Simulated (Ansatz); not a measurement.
# C2HBF2: the cost of one run

Program: Ansatz 0.2.0, driven from Python. The levels of theory stand in the script. These are calculated values, not measurements.

## 1. The structure

Bond lengths: C1–C2 1.176 Å, C2–B3 1.527 Å, B3–F4 1.394 Å, B3–F5 1.474 Å, C1–H6 1.095 Å. Angles: C1–C2–B3 178.0°, C2–C1–H6 173.4°, C2–B3–F4 124.4°, C2–B3–F5 119.6°, F4–B3–F5 116.0°.

Input file c2hbf2.xyz:

```xyz
6

C    -0.86110    0.42110    1.28720
C    -0.24650    0.11130    0.33410
B     0.57280   -0.33190   -0.87540
F     0.13160   -1.24170   -1.83520
F     1.94040    0.18650   -1.05670
H    -1.49520    0.79070    2.09980
```

## 2. The code

methods_c2hbf2.py

```python
'''C2HBF2 at several levels of theory.'''

from pathlib import Path

import ansatz
import numpy as np


def main() -> None:
    mol = ansatz.Crystal.molecule_from_extxyz('c2hbf2.xyz')

    model = mol.calculation().basis(gaussian='def2-SVP')

    print('functional    E (Ha)        dipole (D)   HOMO (eV)  LUMO (eV)')
    for name in ['hf', 'b3lyp', 'r2scan0', 'blyp']:
        r = model.functional(name).forces().orbitals().run(threads=1, pin='off', runs_dir='runs').report
        lines = Path(r['orbitals_path']).read_text().splitlines()
        field_of = lambda key: [line.split('=')[1].strip() for line in lines if line.startswith(key)]
        orbitals = [(27.211386 * float(e), s, float(n)) for e, s, n in zip(field_of('Ene='), field_of('Spin='), field_of('Occup='))]
        homo = max(e for e, _, n in orbitals if n > 0.5)
        lumo = min(e for e, _, n in orbitals if n < 0.5)
        dipole = 4.803205 * np.linalg.norm(r['charge_distribution']['dipole_moment_e_ang'])
        print(f'{name:10s} {r["free_energy_ev"] / 27.211386246:14.6f} {dipole:9.3f} {homo:11.3f} {lumo:10.3f}')


if __name__ == '__main__':
    main()
```

## 3. What the engine is handed

The package turns the script's settings into the engine's input (first run):

```yaml
crystal:
  periodic: [false, false, false]
  atoms:
    - { symbol: C, position_ang: [-0.8611, 0.4211, 1.2872] }
    - { symbol: C, position_ang: [-0.2465, 0.1113, 0.3341] }
    - { symbol: B, position_ang: [0.5728, -0.3319, -0.8754] }
    - { symbol: F, position_ang: [0.1316, -1.2417, -1.8352] }
    - { symbol: F, position_ang: [1.9404, 0.1865, -1.0567] }
    - { symbol: H, position_ang: [-1.4952, 0.7907, 2.0998] }
basis:
  gaussian:
    orbitals: def2-SVP
hamiltonian:
  xc: hf
output:
  orbitals: {}
  forces: true
```

## 4. Launch

Run with:

```
> python methods_c2hbf2.py
```

Q: Estimate wall time and peak memory on 1 thread of Arm Neoverse V1, shared host.

About 8.1 s, with a peak of 0.21 GiB.
